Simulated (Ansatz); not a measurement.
**NiF3 (quartet): geometry and frequencies at several levels**

An exercise on one series of results from a longer session: the logs are not shown, and one member is left open.

Program: Ansatz 0.2.0. Level of theory: the levels named in each step. These are calculated values, not measurements.

### The structure to begin with

Bond lengths: F1–Ni2 1.732 Å, Ni2–F3 1.732 Å, Ni2–F4 1.732 Å. Angles: F1–Ni2–F3 120.0°, F1–Ni2–F4 120.0°, F3–Ni2–F4 120.0°.

Structure file:

```xyz
4

F    -0.1232    1.7099    0.2458
Ni   -0.0001    0.0002    0.0002
F     1.5210   -0.7994    0.2159
F    -1.3983   -0.9114   -0.4620
```

The first run:

input.yaml reads:

```yaml
crystal:
  periodic: [false, false, false]
  atoms:
    - { symbol: F, position_ang: [-0.1232, 1.70985, 0.24581] }
    - { symbol: Ni, position_ang: [-7.0e-05, 0.00016, 0.00019] }
    - { symbol: F, position_ang: [1.52104, -0.79941, 0.21586] }
    - { symbol: F, position_ang: [-1.39828, -0.91137, -0.46198] }
magnetization:
  spin_polarized: true
  initial_magnetization: 3
basis:
  gaussian: { orbitals: def2-SVP }
hamiltonian:
  xc: pbe
  dispersion: d4
relax:
  f_tol: 0.03
  max_steps: 200
```

Started as:

```console
$ ansatz run input.yaml --threads 2 --pin off --max-ram 5120MiB --backend cpu --events-out ev --progress --plain --runs-dir out
```

Among the steps run: A rough first relaxation, PBE-D4/def2-SVP; Relaxation, HF/STO-3G; Frequencies, HF/STO-3G; Relaxation, HF/def2-SVP; Frequencies, HF/def2-SVP; Relaxation, LDA/def2-SVP; Frequencies, LDA/def2-SVP; Relaxation, PBE-D4/def2-SVP; Frequencies, PBE-D4/def2-SVP.

One of the session's tables, all rows but one given; the rest of the session is left out.

It belongs to the step «Geometries side by side». 

| level | F1–Ni2 (Å) | Ni2–F3 (Å) | Ni2–F4 (Å) | dipole (D) | highest frequency (cm⁻¹) |
| --- | --- | --- | --- | --- | --- |
| HF/STO-3G | ? | ? | ? | ? | ? |
| HF/def2-SVP | 1.7132 | 1.7132 | 1.7132 | 0.00 | 799 |
| LDA/def2-SVP | 1.6935 | 1.7173 | 1.7173 | 0.63 | 747 |
| PBE-D4/def2-SVP | 1.7330 | 1.7526 | 1.7526 | 0.56 | 697 |

Estimate the missing values for HF/STO-3G.

The run gave: F1–Ni2 (Å): 1.6885; Ni2–F3 (Å): 1.7050; Ni2–F4 (Å): 1.7050; dipole (D): 0.48; highest frequency (cm⁻¹): 673. In the column «F1–Ni2 (Å)» it is the lowest.
